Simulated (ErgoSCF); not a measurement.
# GaHCl (SMILES [Cl][GaH]) at 4 levels

Aim: a comparison of 4 runs (UHF/3-21G, UHF/def2-SVP, UPBE0/STO-3G, UPBE0/def2-SVP) of GaHCl. 

The calculation is run with ErgoSCF 3.8.

4 further runs of the same task are left out: 4 that didn't finish.

## (1) The structure to begin with

The species is GaHCl (3 atoms), meant as a doublet with charge 0. SMILES: `[Cl][GaH]`. The shape is that of a PBE0-D4/def2-TZVP optimisation.

Bond lengths: Cl1–Ga2 2.168 Å, Ga2–H3 1.604 Å. Angles: Cl1–Ga2–H3 115.5°.

## (2) A single-point energy at UHF/3-21G (run 1)

molecule.xyz reads:

```xyz
3

Cl     1.530700    -0.191300     0.805700
Ga    -0.331100    -0.583500    -0.232800
H     -1.210500     0.710000    -0.586300
```

ergo.in reads:

```
set_nthreads(1)
molecule "molecule.xyz"
scf.max_number_of_iterations = 120
scf.use_diagonalization = 1
scf.output_mulliken_pop = 1
spin_polarization = 1
basis = "3-21G"
tmpdir = "."
run "HF"
```

The basis set 3-21G is read from a file made from the Basis Set Exchange's data (not shown).

Command:

```sh
$ ergo < ergo.in
```

The program printed:

```text
[...]
INSC SCF_general constructor, number of basis functions: 37
[...]
INSC Energy   1 =      -1923.81600775970
[...]
INDE E_LUMO =          0.00623711880
[...]
INSC Energy  15 =      -2371.73291343249  ( diff     -0.000000000032742 )
[...]
RESC CONVERGED after  15 iterations.
RESC FINAL ENERGY:      -2371.73291343249
RESC FINAL <S2> =          0.75845905574
[...]
INSC SCF: dipole_moment_x [atomic units] =      -1.11794327
INSC SCF: dipole_moment_y [atomic units] =      -0.39456670
INSC SCF: dipole_moment_z [atomic units] =      -0.63832075
[...]
```

Run time: 4.5 s. Hardware: 1 thread of AMD EPYC 7B13 (Zen 3), shared host; peak memory 0.26 GiB.

## (3) The energy at UHF/def2-SVP (run 2)

ergo.in reads:

```
# HF on ClGaH
set_nthreads("env")
molecule_inline
Cl     2.89260378    -0.36150461     1.52255234
Ga    -0.62568832    -1.10265519    -0.43992824
H     -2.28751347     1.34170555    -1.10794643
EOF
scf.use_diagonalization = 1
tmpdir = "."
scf.max_number_of_iterations = 120
scf.output_mulliken_pop = 1
spin_polarization = 1
basis = "def2-SVP"
run "HF"
```

The basis set def2-SVP is read from a file made from the Basis Set Exchange's data (not shown).

Command:

```sh
$ ergo ergo.in
```

The program printed:

```text
[...]
INSC SCF_general constructor, number of basis functions: 55
[...]
INSC Energy   1 =      -1479.72212694364
[...]
INDE E_LUMO =          0.01681903228
[...]
INSC Energy  20 =      -2382.96257238875  ( diff     -0.000000000004547 )
[...]
RESC CONVERGED after  20 iterations.
RESC FINAL ENERGY:      -2382.96257238875
RESC FINAL <S2> =          0.76020017922
[...]
INSC SCF: dipole_moment_x [atomic units] =      -0.70193958
INSC SCF: dipole_moment_y [atomic units] =      -0.30732484
INSC SCF: dipole_moment_z [atomic units] =      -0.40631290
[...]
```

Run time: 25 s. Hardware: 1 thread of AMD EPYC 7B13 (Zen 3), shared host; peak memory 0.26 GiB.

## (4) A single-point energy at UPBE0/STO-3G (run 3)

input.ego reads:

```
set_nthreads(1)
molecule_inline Angstrom
Cl     1.530700    -0.191300     0.805700
Ga    -0.331100    -0.583500    -0.232800
H     -1.210500     0.710000    -0.586300
EOF
charge = 0
XC.radint = 1e-11
basis = "STO-3G"
XC.sparse_mode = 0
spin_polarization = 1
tmpdir = "."
XC.angint = 41
scf.output_mulliken_pop = 1
scf.max_number_of_iterations = 120
scf.use_diagonalization = 1
run "PBE0"
```

The basis set STO-3G is read from a file made from the Basis Set Exchange's data (not shown).

Command:

```sh
$ ergo < input.ego
```

The program printed:

```text
[...]
INDF Weighted mixed functional:
[...]
INSC Energy   1 =      -2336.32964412776
[...]
INDE E_LUMO =         -0.03966870739
[...]
INSC Energy  28 =      -2357.69022174099  ( diff      0.000000000053205 )
[...]
RESC CONVERGED after  28 iterations.
RESC FINAL ENERGY:      -2357.69022174099
RESC FINAL <S2> =          0.75287081814
[...]
INSC SCF: dipole_moment_x [atomic units] =      -0.45340872
INSC SCF: dipole_moment_y [atomic units] =       0.40796301
INSC SCF: dipole_moment_z [atomic units] =      -0.20625445
[...]
```

Run time: 9.6 s. Hardware: 1 thread of AMD EPYC 7B13 (Zen 3), shared host; peak memory 0.26 GiB.

## (5) A single-point energy at UPBE0/def2-SVP (run 4)

run.inp reads:

```
set_nthreads(1)
XC.sparse_mode = 0
scf.use_diagonalization = 1
spin_polarization = 1
scf.output_mulliken_pop = 1
XC.angint = 41
scf.max_number_of_iterations = 120
XC.radint = 1e-11
basis = "def2-SVP"
tmpdir = "."
molecule_inline
Cl   2.89260378  -0.36150461   1.52255234
Ga  -0.62568832  -1.10265519  -0.43992824
H   -2.28751347   1.34170555  -1.10794643
EOF
run "PBE0"
```

The basis set def2-SVP is read from a file made from the Basis Set Exchange's data (not shown).

Command:

```sh
$ ergo run.inp
```

The program printed:

```text
[...]
INDF Weighted mixed functional:
[...]
INSC Energy   1 =      -1493.12189513197
[...]
INDE E_LUMO =         -0.11262555890
[...]
INSC Energy  18 =      -2384.86646972972  ( diff     -0.000000000001819 )
[...]
RESC CONVERGED after  18 iterations.
RESC FINAL ENERGY:      -2384.86646972972
RESC FINAL <S2> =          0.75432172755
[...]
INSC SCF: dipole_moment_x [atomic units] =      -0.59938750
INSC SCF: dipole_moment_y [atomic units] =      -0.18821711
INSC SCF: dipole_moment_z [atomic units] =      -0.34007507
[...]
```

It took 28 s on 1 thread of AMD EPYC 7B13 (Zen 3), shared host; peak memory 0.26 GiB.

## (6) The series

| run | level | integration grid | radint | energy (Eh) | dipole moment (D) | ⟨S²⟩ | wall time |
| --- | --- | --- | --- | --- | --- | --- | --- |
| 1 | UHF/3-21G | – | – | -2371.732913 | 3.42 | 0.758 | 4.5 s |
| 2 | UHF/def2-SVP | – | – | -2382.962572 | 2.20 | 0.760 | 25 s |
| 3 | UPBE0/STO-3G | Turbo | 1e-11 | -2357.690222 | 1.64 | 0.753 | 9.6 s |
| 4 | UPBE0/def2-SVP | Turbo | 1e-11 | -2384.866470 | 1.82 | 0.754 | 28 s |

## (7) What came out

```
            quantity           value
 run 4: total energy  -2384.86647 Eh
run 4: dipole moment          1.82 D
         run 4: ⟨S²⟩           0.754
```

In words: The dipole moment (its size) runs from 1.64 D (UPBE0/STO-3G) to 3.42 D (UHF/3-21G). The two ends differ in method and basis. In run 3 the basis is minimal, so the values are rough. All runs together took 67 s, the longest 28 s.
